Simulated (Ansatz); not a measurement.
# CH7BOSi, SMILES OCB[SiH3]: a rigid torsion scan

With Ansatz 0.2.0, Python API.

Notebook, run cell by cell (the value of a cell's last expression is shown):

**Cell 1**
```python
import ansatz as az
from ase import Atoms
```

**Cell 2**
```python
BASIS_SET = "cc-pVDZ"
FUNCTIONAL = "r2scan0"
FMAX = 0.02
```

**Cell 3**
```python
atoms = Atoms(["O", "C", "B", "Si", "H", "H", "H", "H", "H", "H", "H"], positions=[
    (-1.3021, 1.4353, -0.9834),
    (-0.1702, 1.1919, -0.3086),
    (0.2408, -0.2968, -0.6385),
    (0.5202, -1.6014, 0.7927),
    (-1.5743, 2.4139, -0.7914),
    (-0.324, 1.3329, 0.785),
    (0.6689, 1.8833, -0.6369),
    (0.5402, -0.6007, -1.7455),
    (0.1193, -0.9751, 2.1302),
    (1.8306, -2.1106, 0.856),
    (-0.4838, -2.7298, 0.5612),
])
```

**Cell 4**
```python
first = az.Crystal.molecule_from_ase(atoms).calculation()
first = first.basis(gaussian=BASIS_SET)
first = first.functional(FUNCTIONAL)
first = first.scf(lower_state_search="standard")
first = first.relax(force_tolerance=FMAX, max_steps=80)
atoms.positions = first.run(threads=1).report["positions_ang"]
```

**Cell 5**
```python
start = atoms.get_dihedral(1, 2, 3, 8)
energies = {}
for turn in range(0, 121, 15):
    turned = atoms.copy()
    turned.set_dihedral(1, 2, 3, 8, start + turn, indices=[3, 8, 9, 10])
    calc = (
        az.Crystal.molecule_from_ase(turned).calculation()
        .basis(gaussian=BASIS_SET)
        .functional(FUNCTIONAL)
        .scf(lower_state_search="standard")
    )
    energies[round((start + turn) % 360)] = calc.run(threads=1).report["free_energy_ev"]
floor = min(energies.values())
print("dihedral C1-B2-Si3-H8 (deg)   E - E(min) (kcal/mol)")
for angle, e in sorted(energies.items()):
    print(f"{angle:8d} {23.060548 * (e - floor):14.3f}  " + "#" * int(30 * (e - floor) / max(max(energies.values()) - floor, 1e-9)))
```
Output:
```text
dihedral C1-B2-Si3-H8 (deg)   E - E(min) (kcal/mol)
      15          0.137  ###
      30          0.485  #############
      45          0.862  ########################
      60          1.074  ##############################
      75          1.022  ############################
      90          0.752  ####################
     105          0.429  ###########
     120          0.241  ######
     360          0.000
```

Notes:
- The settings weren't tested for convergence.
- The scan is rigid and the energies are electronic, in a modest basis. With rigid groups the curve can differ much from the relaxed path, the start wasn't checked as a minimum of this torsion, and equivalent turns needn't return to the same energy.
- It ran for 2.4 min on 1 thread of Arm Neoverse V1, with other jobs on the host, peak memory 0.28 GiB.

(Lines on the test bed's own set-up are left out of the output.)
